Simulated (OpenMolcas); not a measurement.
**C2H5ClSi (SMILES ClC1C[SiH2]1) at 6 levels**

Wanted: a comparison of 6 runs (HF/STO-3G, BLYP/def2-SVP, M06-L/def2-SVP, PBE0/def2-SVP, revPBE/def2-SVP, MP2/def2-SVP) of C2H5ClSi. 

Program for the calculation: OpenMolcas 26.06.

## Step 1: The structure to begin with

C2H5ClSi has 9 atoms, charge 0, and is taken as a singlet. SMILES: `ClC1C[SiH2]1`. The coordinates come from a PBE0-D4/def2-TZVP relaxation.

Bond lengths: Cl1–C2 1.761 Å, C2–C3 1.532 Å, C2–Si4 1.855 Å, C3–Si4 1.853 Å, C2–H5 1.084 Å, C3–H6 1.086 Å, C3–H7 1.085 Å, Si4–H8 1.475 Å, Si4–H9 1.478 Å. Some angles: Cl1–C2–C3 117.2°, Cl1–C2–Si4 122.4°, C3–C2–Si4 65.5°, C2–C3–Si4 65.7°, C2–Si4–C3 48.8°, Cl1–C2–H5 110.3°, C3–C2–H5 115.4°, Si4–C2–H5 119.3°, C2–C3–H6 115.0°, C2–C3–H7 116.2°.

## Step 2: Energy and gradient at HF/STO-3G (run 1)

File run.inp:

```
&GATEWAY
  BasLib=$CurrDir
  BasisSet
  Cl.STO-3G....
  Cl1 -0.610200 -0.416600 -2.254300 angstrom
  End of Basis
  BasisSet
  C.STO-3G....
  C2 -0.442600 0.373500 -0.689900 angstrom
  C3 0.930400 0.305100 -0.014300 angstrom
  End of Basis
  BasisSet
  Si.STO-3G....
  Si4 -0.417500 -0.575100 0.903900 angstrom
  End of Basis
  BasisSet
  H.STO-3G....
  H5 -0.899600 1.356600 -0.714500 angstrom
  H6 1.659300 -0.322300 -0.518200 angstrom
  H7 1.345700 1.248900 0.324100 angstrom
  H8 -0.452800 -2.048100 0.838700 angstrom
  H9 -1.023900 0.031800 2.107300 angstrom
  End of Basis

&SEWARD

&SCF
  Thresholds=1e-10 1e-07 1e-07 1e-05
  PrOrbitals=1 2

&ALASKA
```

The basis set STO-3G is read from a file made from the Basis Set Exchange's data (not shown).

Command:

```sh
$ export MOLCAS_MEM=1860
$ pymolcas run.inp > run.log
```

Output:

```text
--- Start Module: gateway ---
[...]
--- Stop Module: gateway /rc=_RC_ALL_IS_WELL_ ---
[...]
      Basis functions           33
[...]
--- Start Module: scf ---
[...]
       Convergence after  11 Iterations
[...]
::    Total SCF energy                               -817.8529482810
[...]
      Total spin, S                                     0.0000000000
[...]
      Total electronic charge=   48.000000
      Total            charge=   -0.000000
[...]
      Dipole Moment (debye):
      Origin of the operator (angstrom)=   -0.2884   -0.2418   -0.6516
                   X=  4.3925E-02               Y=  2.3222E-01               Z=  3.2653E+00           Total=  3.2739E+00
      Quadrupole Moment (debye*angstrom):
[...]
--- Stop Module: scf /rc=_RC_ALL_IS_WELL_ ---
--- Start Module: alaska ---
[...]
 *              Molecular gradients               *
 **************************************************
  Irreducible representation: a
 ------------------------------------------------------------------------------------------
                              X                       Y                       Z
 ------------------------------------------------------------------------------------------
  CL1               4.09271428183766E-03    1.26746950025609E-02    2.97653313355184E-02
  C2                1.01758622822077E-02   -3.88918705005814E-03   -3.78670167183297E-02
  C3               -3.25523074536704E-04    1.33765454556958E-02   -1.91327420724521E-02
  SI4              -3.01049758373573E-03   -1.54883028371788E-03   -5.29883813079834E-04
  H5               -9.66138705799313E-04   -3.63297136058982E-04    1.52059430606482E-03
  H6                1.86323571145142E-03   -5.89198037236649E-03   -9.91823321099039E-04
  H7                1.02233713473954E-03    3.93338654261743E-03    2.40666777552123E-03
  H8               -8.68948662594016E-04   -3.00462734914957E-02   -1.23891643145502E-03
[...]
--- Stop Module: alaska /rc=_RC_ALL_IS_WELL_ ---
[...]
```

Run time: 1.4 s. Hardware: 1 thread of Intel Xeon 6975P-C (Granite Rapids), shared host; peak memory 0.37 GiB.

## Step 3: Energy and gradient at BLYP/def2-SVP (run 2)

File struct.xyz:

```xyz
9

Cl    -0.610200    -0.416600    -2.254300
C     -0.442600     0.373500    -0.689900
C      0.930400     0.305100    -0.014300
Si    -0.417500    -0.575100     0.903900
H     -0.899600     1.356600    -0.714500
H      1.659300    -0.322300    -0.518200
H      1.345700     1.248900     0.324100
H     -0.452800    -2.048100     0.838700
H     -1.023900     0.031800     2.107300
```

File test.inp:

```
* C2H5ClSi Kohn-Sham DFT
>>> EXPORT MOLCAS_PRINT=2
&gateway
baslib = $CurrDir
coord = struct.xyz
basis = def2-SVP
group = NoSym
&seward
gridinput
Grid=UltraFine
End of Grid
&scf
ksdft = BLYP
thresholds = 1e-10 1e-07 1e-07 1e-05
prorbitals = 1 2
&alaska
```

The basis set def2-SVP is read from a file made from the Basis Set Exchange's data (not shown).

Command:

```sh
$ export MOLCAS_MEM=1860
$ pymolcas test.inp > test.log
```

Output:

```text
--- Start Module: gateway ---
[...]
--- Stop Module: gateway /rc=_RC_ALL_IS_WELL_ ---
[...]
      Basis functions           89
[...]
--- Start Module: scf ---
[...]
       Convergence after  15 Iterations
[...]
::    Total KS-DFT energy                            -828.5025433399
[...]
      Total spin, S                                     0.0000000000
[...]
      Total electronic charge=   48.000000
      Total            charge=   -0.000000
[...]
      Dipole Moment (debye):
      Origin of the operator (angstrom)=   -0.2884   -0.2418   -0.6516
                   X=  3.1462E-01               Y=  5.4942E-01               Z=  1.4303E+00           Total=  1.5641E+00
      Quadrupole Moment (debye*angstrom):
[...]
--- Stop Module: scf /rc=_RC_ALL_IS_WELL_ ---
[...]
--- Start Module: alaska ---
[...]
 *              Molecular gradients               *
 **************************************************
  Irreducible representation: a
 ------------------------------------------------------------------------------------------
                              X                       Y                       Z
 ------------------------------------------------------------------------------------------
  CL1               3.00455311678594E-03    8.38247988146446E-03    1.79636008214707E-02
  C2               -8.97284585454461E-04   -2.50962695267720E-03   -5.09969106970320E-04
  C3               -2.61373045229618E-03   -2.17246756147604E-03   -2.56531624130307E-04
  SI4               6.66180272757089E-03    8.36832929716902E-03   -1.31903316101987E-02
  H5                5.45737057294726E-03   -1.12414355298736E-02   -5.50568165427118E-04
  H6               -8.20449621572905E-03    6.30509229578236E-03    5.14495358467459E-03
  H7               -5.30512144046824E-03   -1.01429433976543E-02   -4.19068484512519E-03
  H8                9.27302656396345E-05    4.81623109122076E-03   -4.20181124414776E-05
[...]
--- Stop Module: alaska /rc=_RC_ALL_IS_WELL_ ---
[...]
```

It took 25 s on 1 thread of Intel Xeon 6975P-C (Granite Rapids), shared host; peak memory 0.49 GiB.

Runs 3 to 5 aren't shown in full; the table further down has their settings and results.

## Step 4: A single-point energy at MP2/def2-SVP (run 6)

struct.xyz is that of step 3.

File run.input:

```
&GATEWAY
 BASLIB=$CurrDir
 COORD=struct.xyz
 BASIS=def2-SVP
 GROUP=NoSym

&SEWARD

&SCF
 THRESHOLDS=1e-10 1e-07 1e-07 1e-05
 PRORBITALS=1 2

&MBPT2
 FROZEN=12
```

The basis set def2-SVP is read from a file made from the Basis Set Exchange's data (not shown).

Command:

```sh
$ export MOLCAS_MEM=1860
$ pymolcas run.input > run.log
```

Output:

```text
--- Start Module: gateway ---
[...]
--- Stop Module: gateway /rc=_RC_ALL_IS_WELL_ ---
[...]
      Basis functions           89
[...]
--- Start Module: scf ---
[...]
       Convergence after  13 Iterations
[...]
::    Total SCF energy                               -826.7255180945
[...]
      Total spin, S                                     0.0000000000
[...]
      Total electronic charge=   48.000000
      Total            charge=   -0.000000
[...]
      Dipole Moment (debye):
      Origin of the operator (angstrom)=   -0.2884   -0.2418   -0.6516
                   X=  2.3322E-01               Y=  4.7008E-01               Z=  2.2143E+00           Total=  2.2756E+00
      Quadrupole Moment (debye*angstrom):
[...]
--- Stop Module: scf /rc=_RC_ALL_IS_WELL_ ---
[...]
--- Start Module: mbpt2 ---
[...]
WARNING!
Default frozen orbitals as non valence orbitals is overwritten by user input.
Default values:   9
[...]
       Reference weight ( Cref**2 )         =        0.83879
::    Total MBPT2 energy                             -827.2364924845
[...]
      Total MBPT2 calculations                           0.21      0.23
--- Stop Module: mbpt2 /rc=_RC_ALL_IS_WELL_ ---
[...]
```

Run time: 5.1 s. Hardware: 1 thread of Intel Xeon 6975P-C (Granite Rapids), shared host; peak memory 0.49 GiB.

## Step 5: All runs side by side

```csv
run,level,integration grid,task,energy (Eh),dipole moment (D) of the reference,HOMO energy (eV),LUMO energy (eV),wall time
1,HF/STO-3G,–,gradient,-817.852948,3.27,-7.83,9.57,1.4 s
2,BLYP/def2-SVP,UltraFine,gradient,-828.502543,1.56,-5.49,-0.47,25 s
3,M06-L/def2-SVP,UltraFine,gradient,-828.563005,1.93,-5.95,-0.47,33 s
4,PBE0/def2-SVP,UltraFine,gradient,-828.198970,1.84,-6.92,0.21,24 s
5,revPBE/def2-SVP,UltraFine,gradient,-828.398704,1.65,-5.67,-0.60,26 s
6,MP2/def2-SVP,–,energy,-827.236492,2.28,-9.65,3.55,5.1 s
```

## Step 6: Outcome

| quantity | value |
| --- | --- |
| run 6: total energy | -827.23649 Eh |
| run 6: dipole moment (mean-field density) | 2.28 D |
| run 6: HOMO energy (Hartree–Fock orbitals) | -9.65 eV |
| run 6: LUMO energy (Hartree–Fock orbitals) | 3.55 eV |
| run 6: HOMO–LUMO gap (Hartree–Fock orbitals) | 13.20 eV |
| run 6: correlation energy (12 core orbitals frozen) | -511.0 mEh |

Over runs 1, 2, 3, 4, 5 the dipole moment (its size) runs from 1.56 D (BLYP/def2-SVP) to 3.27 D (HF/STO-3G). The two ends differ in method and basis. Over runs 1, 2, 3, 4, 5 the HOMO–LUMO gap runs from 5.02 eV (BLYP/def2-SVP) to 17.40 eV (HF/STO-3G). Totals of different functionals can't be ranked against each other. In run 1 the basis is minimal, so the values are rough. All runs together took 1.9 min, the longest 33 s.
